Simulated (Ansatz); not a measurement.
Crystal: HfIn4SiO6.

```
Hf In Si O
1.0
     5.27743    0.00000    0.00000
    -2.63872    4.57039    0.00000
     0.00000    0.00000   10.55905
Hf In Si O
1 4 1 6
Direct
  0.66667 0.33333 0.00000
  0.00000 0.00000 0.30446
  0.00000 0.00000 0.69554
  0.33333 0.66667 0.78919
  0.33333 0.66667 0.21081
  0.00000 0.00000 0.00000
  0.97300 0.70496 0.89972
  0.29504 0.02700 0.10028
  0.29504 0.26804 0.89972
  0.73196 0.70496 0.10028
  0.73196 0.02700 0.89972
  0.97300 0.26804 0.10028
```

The cell was built by a generator and needn't be a form met in nature.

```yaml
Program: Ansatz 0.2.0
Task: relaxation of cell and atoms
Functional: r2SCAN
Dispersion: D4
Potentials_or_basis: Ansatz PAW
Cutoff: "500 eV (not typed: the program's choice for these potentials)"
k_mesh: 4 × 4 × 2
Occupations: fermi-dirac, width 0.05 eV
Spin: no spin polarisation
```

At the start: volume 21.22 Å³/atom.

Question: Where does the relaxation end?

Answer: It ends after 9 steps and the volume is 19.15 Å³/atom (-9.8 %); space group P312 (No. 149, to 0.05 Å).

Step by step:
```
step  energy change (eV)  largest force (eV/Å)  volume (Å³)
   1              0.0000                0.2968       254.68
   2             -0.0961                0.3933       242.41
   3             -0.1484                0.1006       238.07
   4             -0.1748                0.1625       230.09
   5             -0.1779                0.0687       229.13
   6             -0.1784                0.0384       230.37
   7             -0.1793                0.0123       229.86
   8             -0.1794                0.0051       229.79
   9             -0.1720                0.0052       229.79
```

Final structure:
```xyz
12
Lattice="5.1573 0.0000 0.0000 -2.5786 4.4663 0.0000 0.0000 0.0000 9.9761" Properties=species:S:1:pos:R:3 pbc="T T T"
Hf    2.5786    1.4888    0.0000
In    0.0000    0.0000    3.2075
In    0.0000    0.0000    6.7686
In    0.0000    2.9775    7.7449
In    0.0000    2.9775    2.2312
Si    0.0000    0.0000    0.0000
O     3.2368    3.1533    8.9295
O     1.4662    0.0865    1.0466
O     0.8080    1.2265    8.9295
O     1.9205    3.1533    1.0466
O     3.6911    0.0865    8.9295
O     4.3492    1.2265    1.0466
```

Caveat: the plane-wave basis is chosen anew once the cell has moved, so the energies of steps on either side of that aren't comparable; pairwise dispersion overbinds metals, which lowers pressure and volume; the PAW data sets come from PBE, with cores solved anew for the run's functional, which leaves a small shift of forces and pressure.
